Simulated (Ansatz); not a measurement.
# C₂BrF₂I: small, medium and large basis sets

The task here is to estimate one member of a computed series from the others.

The runs use Ansatz 0.2.0, Gaussian basis; one geometry, several basis sets.

The runs, in order: PBE0-D4/def2-SVP; ωB97M-V/def2-SVP; PBE0-D4/def2-QZVPP; ωB97M-V/def2-QZVPP; the functionals' def2-TZVPP values are taken from earlier runs.

## Structure used throughout

All runs share one geometry, relaxed beforehand with PBE0-D4 in a triple-zeta def2 set. I takes the def2 core potential; no spin-orbit term is included.

SMILES `F/C(Br)=C(/F)I`, 6 atoms, charge 0, spin multiplicity 1.

Atoms are counted from 1 here; the program's logs count them from 0.

Bond lengths: F1–C2 1.320 Å, C2–Br3 1.859 Å, C2–C4 1.327 Å, C4–F5 1.323 Å, C4–I6 2.060 Å. Angles: F1–C2–Br3 114.7°, F1–C2–C4 121.7°, Br3–C2–C4 123.6°, C2–C4–F5 121.0°, C2–C4–I6 123.6°, F5–C4–I6 115.5°.

The first run:

in.yaml reads:

```yaml
crystal:
  periodic: [false, false, false]
  atoms:
    - {symbol: F, position_ang: [-1.355667, -0.177821, 1.089510]}
    - {symbol: C, position_ang: [-0.347901, -0.501869, 0.301729]}
    - {symbol: Br, position_ang: [-0.037089, -2.328127, 0.150019]}
    - {symbol: C, position_ang: [0.373510, 0.420461, -0.323211]}
    - {symbol: F, position_ang: [1.380694, 0.078854, -1.109612]}
    - {symbol: I, position_ang: [0.028452, 2.444502, -0.154535]}
basis:
  gaussian: {orbitals: def2-SVP}
hamiltonian: {xc: pbe0, dispersion: d4}
output: {orbitals: {seedname: orbitals}}
```

Among the steps run: PBE0-D4 in def2-SVP; ωB97M-V in def2-SVP; PBE0-D4 in def2-QZVPP; ωB97M-V in def2-QZVPP.

One of the session's tables, all rows but one given; the rest of the session is left out.

It belongs to the step «Density functionals: the series». 

| functional | basis | HOMO (eV) |
| --- | --- | --- |
| PBE0-D4 | def2-SVP | -7.07 |
| PBE0-D4 | def2-TZVPP | -7.14 |
| PBE0-D4 | def2-QZVPP | ? |
| ωB97M-V | def2-SVP | -9.14 |
| ωB97M-V | def2-TZVPP | -9.23 |
| ωB97M-V | def2-QZVPP | -9.25 |

**Question.** Estimate the row for PBE0-D4, def2-QZVPP.

The run gave: HOMO (eV): -7.16. In the column «HOMO (eV)» it lies between ωB97M-V, def2-SVP (-9.14) and PBE0-D4, def2-TZVPP (-7.14).
